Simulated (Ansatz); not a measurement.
# MoSi2 (Si2Mo-type): zero-pressure volume and bulk modulus with revPBE

The task here is to estimate one member of a computed series from the others.

Method: DFT revPBE, scalar-relativistic, plane waves, PAW, in Ansatz 0.2.0.

1 further run of the same task is left out (set aside as unsound or not needed). Runs told in other sessions of the task aren't counted.

## The system as given

It takes space group I4/mmm (No. 139, tetragonal). The conventional cell has a = 3.204 Å, b = 3.204 Å, c = 7.843 Å, α = 90.00°, β = 90.00°, γ = 90.00°. Si (site symmetry 4mm) has 5 Si at 2.59 to 2.63 Å and 5 Mo at 2.61 to 2.63 Å in its first shell of neighbours. Around Mo (site symmetry 4/mmm) lie 10 Si at 2.61 to 2.63 Å.

Coordinates:

```
Si Mo
1.0
    -1.60188    1.60188    3.92127
     1.60188   -1.60188    3.92127
     1.60188    1.60188   -3.92127
Si Mo
2 1
Cartesian
  0.0000 0.0000 2.6282
  0.0000 0.0000 5.2143
  0.0000 0.0000 0.0000
```

At PBE, an earlier run found 2.59 GPa for this cell of 13.416 Å³/atom (10×10×10 mesh), no gap.

The first run:

input.yaml

```yaml
crystal:
  lattice:
    - [-1.6018812136, 1.6018812136, 3.9212716889]
    - [1.6018812136, -1.6018812136, 3.9212716889]
    - [1.6018812136, 1.6018812136, -3.9212716889]
  atoms:
    - { symbol: Si, position: [0.3351230337, 0.3351230337, 0.0] }
    - { symbol: Si, position: [0.6648769663, 0.6648769663, 0.0] }
    - { symbol: Mo, position: [0.0, 0.0, 0.0] }
basis:
  ecutwfc: 420
  ecutrho_ratio: 4
kpoints:
  mp_grid: { grid: [10, 10, 10] }
hamiltonian:
  xc: revpbe
scf:
  occupations: { method: gaussian, width: 0.05 }
output:
  forces: true
  stress: true
  eigenvalues: true
relax:
  f_tol: 0.02
  max_steps: 40
  cell: { stress_tol: 0.2, fix: [volume] }
```

Run with:

```bash
$ ansatz run input.yaml --threads 4 --pin off --max-ram 8192MiB --backend cpu --events-out ev --progress --plain --runs-dir out
```

Steps of the session up to this table: At the given cell; Stepping to 13.820 Å³/atom; Stepping to 13.709 Å³/atom; Volume × 0.98 of the new zero; Volume × 1.02 of the new zero; Volume × 0.96 of the new zero; Volume × 1.04 of the new zero.

One of the session's tables, all rows but one given; the rest of the session is left out.

It belongs to the step «Energy and pressure against volume». 

| volume (Å³/atom) | energy (meV/atom) | pressure (GPa) |
| --- | --- | --- |
| 13.161 | 14.68 | 8.91 |
| 13.435 | ? | ? |
| 13.709 | 0.00 | -0.01 |
| 13.983 | 3.30 | -3.78 |
| 14.258 | 12.72 | -7.16 |

Q: Estimate the row for volume (Å³/atom) = 13.435 from the others.

Worked estimate for «energy (meV/atom)». A straight line through the neighbours (13.161, 14.68) and (13.709, 0.00) gives 14.68 + (0.00 − 14.68) × (13.435 − 13.161) / (13.709 − 13.161) = 7.34; a parabola fitted to 3 rows on both sides gives 3.79.

As computed: energy (meV/atom): 3.53; pressure (GPa): 4.21. In «energy (meV/atom)» the line misses by +3.81 and the parabola by +0.26.
